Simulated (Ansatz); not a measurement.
# SiHSe+ (triplet): from Hartree-Fock to the top rungs, cc-pVDZ

The task here is to estimate one member of a computed series from the others.

Computed with Ansatz 0.2.0, Gaussian basis. Level: cc-pVDZ, core rule «outside noble gas», up to 19 orbitals frozen.

To be run: UHF; CCSD(T) on ROHF; CCSD(T) on UHF; BCCD(T) on ROHF; CISD; CCSDT(Q) on ROHF; CASSCF and MRCISD+Q, 10 electrons in 9 orbitals; CASSCF and NEVPT2, 10 electrons in 9 orbitals.

28 further runs of the same task are left out: 14 that didn't finish, 14 set aside as unsound or not needed.

### What is computed

The geometry is a PBE0/def2-TZVP stationary point (not a proven minimum) of the parent state, kept for this charge and spin. No spin-orbit coupling is included. The filled d shell of Se may be among the frozen orbitals whatever the setting's name suggests; the logs give the count.

3 atoms, charge 1, spin multiplicity 3.

Atoms are counted from 1 here; the program's logs count them from 0.

Bond lengths: Si1–Se2 2.313 Å, Si1–H3 1.497 Å. Angles: Se2–Si1–H3 117.0°.

Coordinates:

```xyz
3
HSeSi
Si    0.00000   -0.10221    1.68109
Se    0.00000    0.02111   -0.62898
H     0.00000    1.19382    2.43078
```

Set-up of the first run:

Input file in.yaml:

```yaml
crystal:
  periodic: [false, false, false]
  atoms:
    - {symbol: Si, position_ang: [0.000000, -0.102205, 1.681089]}
    - {symbol: Se, position_ang: [0.000000, 0.021114, -0.628981]}
    - {symbol: H, position_ang: [0.000000, 1.193815, 2.430780]}
basis:
  gaussian: {orbitals: cc-pVDZ}
total_charge: 1
magnetization: {spin_polarized: true, initial_magnetization: 2}
hamiltonian: {xc: hf}
output: {orbitals: {seedname: orbitals}}
```

Launch:

```
> ansatz run in.yaml --threads 1 --pin off --events-out ev --progress --plain --max-ram 2393MiB
```

Steps of the session up to this table: UHF; CCSD(T) on ROHF; CCSD(T) on UHF; BCCD(T) on ROHF; CISD; CCSDT(Q) on ROHF; CASSCF and MRCISD+Q, 10 electrons in 9 orbitals; CASSCF and NEVPT2, 10 electrons in 9 orbitals.

One of the session's tables, all rows but one given; the rest of the session is left out.

It belongs to the step «Misses and costs». 

| method | from RCCSDT(Q) (meV) |
| --- | --- |
| ROHF | +5355.2 |
| UHF | +5193.6 |
| RMP2 | +1131.0 |
| UMP2 | ? |
| CISD | +634.8 |
| RCCSD | +278.5 |
| UCCSD | +270.7 |
| RCCSD(T) | +70.7 |
| UCCSD(T) | +69.6 |
| BCCD(T) | +76.6 |
| RCCSDT | +15.6 |
| RCCSDT(Q) | 0 |
| CASSCF valence | +3699.5 |
| NEVPT2 valence | +884.7 |
| MRCISD valence | +266.4 |
| MRCISD+Q valence | +15.8 |

Q: Estimate the row for UMP2 from the others.

**Answer.** from RCCSDT(Q) (meV): +1137.1. In the column «from RCCSDT(Q) (meV)» it lies between RMP2 (+1131.0) and CASSCF valence (+3699.5).

Caveats from the session: Restricted and unrestricted rows rest on different reference determinants; where their highest levels disagree by more than a few hundredths of an eV, they describe different states and don't form one ladder.
